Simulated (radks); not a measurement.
# La with its nuclear charge varied continuously

An exercise on one series of results from a longer session: the logs are not shown, and one member is left open.

Method: Dirac Kohn-Sham, PBE, spin-unpolarised, spherical densities, finite nucleus; open shells are shared between the two j in proportion to 2j + 1. Code: radks (a radial shooting solver on a logarithmic mesh, Libxc functionals) version 1.

## Starting point

```
element            : lanthanum (Z = 57)
charge             : 0
electrons          : 57
configuration      : [Xe] 5d1 6s2
nuclear rms radius : 4.855 fm
```

Outer shells as boxes (Hund's rule):

La
```
[Xe] core
5d [↑ ][  ][  ][  ][  ]
6s [↑↓]
```

The first run:

Settings of this run:

```text
Z 57
configuration [Xe] 5d1 6s2
relativity Dirac
functional pbe,pbe
spin unpolarised
j_filling average
nucleus finite rms 4.855 fm
c 137.035999084
```

Among the steps run: Z = 57.

One table of the session follows, with a row left open; its other results are not shown here.

It belongs to the step «Z = 57». From the orbitals of this run (lengths in bohr):

```
level     <r>  outermost maximum (interpolated)  90 % within  nodes
4d3/2  0.7621                             0.667         1.15      1
4d5/2  0.7717                             0.675         1.16      1
5s1/2   1.558                              1.41         2.24      4
5p1/2   1.750                              1.54         2.55      3
5p3/2   1.830                              1.61         2.67      3
6s1/2   4.424                              3.82         6.48      5
5d3/2       ?                                 ?            ?      ?
5d5/2   3.031                              2.23         4.85      2
```

Q: Estimate the row for 5d3/2 from the others.

**Answer.** <r>: 2.963; outermost maximum (interpolated): 2.19; 90 % within: 4.73; nodes: 2. In the column «<r>» it lies between 5p3/2 (1.830) and 5d5/2 (3.031).
